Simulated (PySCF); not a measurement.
# C4H6OSi: the cost of one run

Computed with PySCF 2.14.0, with density-fitted response routines of our own, on a single molecule in the gas phase. Atoms count from 0, in the outputs and in this text.

## Step 1: The molecule as given

12 atoms, charge 0, multiplicity 1; geometry from: GFN2-xTB. The atoms were then displaced at random by about 0.01 Å, so the start is not that level's minimum.

Bonds of the start (Å): Si0–C1 1.90, C1–C2 1.37, C2–C3 1.36, C3–C4 1.37, C4–O5 1.34, O5–C1 1.35, Si0–H6 1.48, Si0–H7 1.44, Si0–H8 1.47, C2–H9 1.09, C3–H10 1.11, C4–H11 1.05.

## Step 2: Geometry optimisation at PBE0-D3(BJ)/def2-SVP

The job: settings as JSON, then the geometry in Å.

```
{"job": {"xc": "PBE0", "basis": "def2-SVP", "d3": "d3bj", "grid": 1, "shake": 0.01, "kind": "geom"}, "charge": 0, "multiplicity": 1}
Si     2.160330     0.048370    -0.202080
C      0.270630     0.003420    -0.048000
C     -0.600050     0.039200     1.014230
C     -1.856670    -0.042560     0.498860
C     -1.745700    -0.131570    -0.859350
O     -0.451820    -0.089300    -1.190310
H      2.523960     1.236330    -1.011280
H      2.628380    -1.142960    -0.865070
H      2.685610     0.187950     1.165080
H     -0.302510     0.116310     2.064020
H     -2.818370    -0.049970     1.060480
H     -2.454110    -0.203490    -1.635600
```

Launch:

```console
> OMP_NUM_THREADS=1 python probes_run.py task.json out
```

The driver reads the jobs from task.json and runs them one after another.

**Question.** How long does this first job take on 1 thread of Arm Neoverse V2, shared host, and how much memory does it need?

About 30 s, with a peak of 0.51 GiB.
